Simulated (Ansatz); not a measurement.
**BClH₂OS: taking an electron away**

The task here is to estimate one member of a computed series from the others.

The runs use Ansatz 0.2.0, Gaussian basis; unrestricted cation, the program's frozen cores in correlated methods.

The runs, in order: UKS PBE-D4/def2-TZVPP; UKS r2SCAN-D4/def2-TZVPP; UKS PBE0-D4/def2-TZVPP; UKS B3LYP-D4/def2-TZVPP; UKS wB97X-V/def2-TZVPP; UKS wB97M-V/def2-TZVPP; UKS B2PLYP/def2-TZVPP; UHF-CCSD(T)/def2-TZVPP; UHF-MP2/def2-QZVPP; extrapolation to the limit; then −ε(HOMO) from the neutral's earlier runs with LDA (SPW92), PBE-D4, revPBE-D4, BLYP-D4, r2SCAN-D4, B97M-V, PBE0-D4, B3LYP-D4, r2SCANh-D4, r2SCAN0-D4, HSE06-D4, BHLYP-D4, CAM-B3LYP-D4, LC-ωPBE, ωB97X-V, ωB97M-V.

**The relaxed structure**

An earlier PBE0-D4 in a triple-zeta def2 set relaxation fixed the geometry.

SMILES `OB(S)Cl`, 6 atoms, charge 0, spin multiplicity 1.

Atoms are counted from 1 here; the program's logs count them from 0.

Bond lengths: O1–B2 1.348 Å, O1–H5 0.962 Å, B2–S3 1.800 Å, B2–Cl4 1.770 Å, S3–H6 1.344 Å. Angles: B2–O1–H5 113.2°, O1–B2–S3 121.5°, O1–B2–Cl4 120.9°, S3–B2–Cl4 117.6°, B2–S3–H6 94.9°.

The first run:

The input, in.yaml:

```yaml
crystal:
  periodic: [false, false, false]
  atoms:
    - {symbol: O, position_ang: [0.301696, 0.907971, -0.627170]}
    - {symbol: B, position_ang: [-0.232326, -0.218356, -0.112874]}
    - {symbol: S, position_ang: [0.333033, -0.896085, 1.455754]}
    - {symbol: Cl, position_ang: [-1.520680, -1.083975, -0.964343]}
    - {symbol: H, position_ang: [-0.088318, 1.162562, -1.468680]}
    - {symbol: H, position_ang: [1.248594, 0.063884, 1.671212]}
basis:
  gaussian: {orbitals: def2-TZVPP}
total_charge: 1
magnetization: {spin_polarized: true, initial_magnetization: 1}
hamiltonian: {xc: pbe, dispersion: d4}
```

Steps of the session up to this table: Cation, UKS PBE-D4/def2-TZVPP; Cation, UKS r2SCAN-D4/def2-TZVPP; Cation, UKS PBE0-D4/def2-TZVPP; Cation, UKS B3LYP-D4/def2-TZVPP; Cation, UKS wB97X-V/def2-TZVPP; Cation, UKS wB97M-V/def2-TZVPP; Cation, UKS B2PLYP (frozen core)/def2-TZVPP; Cation, UHF-CCSD(T)/def2-TZVPP; Cation, UHF-MP2/def2-QZVPP.

One table of the session follows, with a row left open; its other results are not shown here.

For comparison, −ε(HOMO) of the neutral from earlier runs:

```
  functional  −ε(HOMO) (eV)
 LDA (SPW92)           6.82
      PBE-D4           6.68
   revPBE-D4           6.63
     BLYP-D4           6.51
   r2SCAN-D4           6.99
      B97M-V           7.05
     PBE0-D4           7.93
    B3LYP-D4           7.67
  r2SCANh-D4           7.44
  r2SCAN0-D4           8.13
    HSE06-D4           7.53
    BHLYP-D4           9.01
CAM-B3LYP-D4           9.24
     LC-ωPBE          10.67
     ωB97X-V          10.29
     ωB97M-V              ?
```

Q: Estimate the row for ωB97M-V from the others.

**Answer.** −ε(HOMO) (eV): 10.10. In the column «−ε(HOMO) (eV)» it lies between CAM-B3LYP-D4 (9.24) and ωB97X-V (10.29).

To keep in mind: The cation may have settled in a state other than its lowest; no search over hole states beyond the program's own was made.
